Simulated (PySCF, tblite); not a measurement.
# C7H10FNO: geometry, infrared bands and NMR shifts

Wanted: the infrared bands and NMR shifts of C7H10FNO (`CCO[C@@H]1C[C@H](C#N)[C@H]1F`), by calculation.

The runs use tblite 0.8.0 and PySCF 2.14.0, with density-fitted response routines of our own; the level of theory stands in each step. All values are computed, except where a source is named. Atoms count from 0, in the outputs and in this text.

### Step 1. The starting structure

20 atoms, charge 0, multiplicity 1; geometry from: force field or distance geometry start.

Bonds of the start (Å): C0–C1 1.50, C1–O2 1.43, O2–C3 1.43, C3–C4 1.53, C4–C5 1.54, C5–C6 1.45, C6–N7 1.16, C5–C8 1.54, C8–F9 1.36, C8–C3 1.57, C0–H10 1.10, C0–H11 1.09, C0–H12 1.11, C1–H13 1.10, C1–H14 1.09, C3–H15 1.11, C4–H16 1.10, C4–H17 1.11, C5–H18 1.11, C8–H19 1.09.

### Step 2. Optimising the geometry with GFN2-xTB

Job settings and geometry (Å):

```
{"job": {"kind": "relax", "xc": "GFN2-xTB", "basis": "xTB"}, "charge": 0, "multiplicity": 1}
C     -3.273200    -0.166500    -0.416400
C     -2.018800    -0.124800     0.402600
O     -0.960700     0.431800    -0.375000
C      0.314400     0.552700     0.260900
C      1.460200     1.066400    -0.617400
C      2.394000     0.073600     0.093500
C      3.376900    -0.581700    -0.738800
N      4.166800    -1.106400    -1.404100
C      1.146200    -0.768700     0.427700
F      1.109000    -1.327400     1.663700
H     -3.561600     0.843400    -0.740700
H     -3.137800    -0.762500    -1.320700
H     -4.115300    -0.589400     0.166600
H     -2.159000     0.482900     1.304600
H     -1.737500    -1.134700     0.718000
H      0.231700     1.112000     1.220000
H      1.712500     2.127900    -0.487000
H      1.307700     0.872300    -1.694500
H      2.845900     0.513800     1.005600
H      0.893300    -1.503900    -0.339600
```

Command:

```sh
> OMP_NUM_THREADS=1 python probes_run.py task.json out
```

This one command runs all jobs of the session in turn.

**Question.** This job is followed by: GFN2-xTB harmonic vibrations, gas phase; GIAO PBE0/pcSseg-1 NMR shielding, non-relativistic, gas phase. Predict these results of the whole session: strongest single infrared mode (GFN2-xTB); zero-point energy (GFN2-xTB); ¹³C shifts against TMS (PBE0/pcSseg-1); ¹H shifts against TMS (PBE0/pcSseg-1, means over atoms taken as alike); ¹⁷O shifts against H2O (PBE0/pcSseg-1); ¹⁵N shifts against NH3 (PBE0/pcSseg-1); ¹⁹F shifts against CFCl3 (PBE0/pcSseg-1).

The runs gave:

```
                                                              quantity                                               value
                             strongest single infrared mode (GFN2-xTB)                               2408 cm⁻¹, 200 km/mol
                                          zero-point energy (GFN2-xTB)                                       99.6 kcal/mol
                                ¹³C shifts against TMS (PBE0/pcSseg-1)      124.7, 100.5, 81.4, 68.5, 27.7, 23.0, 17.7 ppm
¹H shifts against TMS (PBE0/pcSseg-1, means over atoms taken as alike)  5.08, 4.01, 3.84, 3.45, 2.63, 2.62, 2.01, 1.33 ppm
                                ¹⁷O shifts against H2O (PBE0/pcSseg-1)                                            77.9 ppm
                                ¹⁵N shifts against NH3 (PBE0/pcSseg-1)                                           303.2 ppm
                              ¹⁹F shifts against CFCl3 (PBE0/pcSseg-1)                                          -180.3 ppm
```

**Reading.** Over 92 steps the energy fell by 0.184 eV; of the close pairs, O2–C3 changed most, 1.430 to 1.390 Å. All 54 modes are real, so the xTB geometry is a minimum. The strongest single mode, at 2408 cm⁻¹, moves mainly C6 and N7. Unscaled tight-binding wavenumbers are off by several per cent, some by more. Its intensities can rank the bands wrongly. The most deshielded carbon is C6 (nitrile carbon), at 124.7 ppm: typical of a nitrile. The most deshielded hydrogen is H19 (hydrogen on an sp3 CH bonded to F), at 5.08 ppm: its carbon carries F, hence the downfield position. At PBE0/pcSseg-1: Shielding is most anisotropic at N7 (span 477 ppm, paramagnetic term -375 ppm).
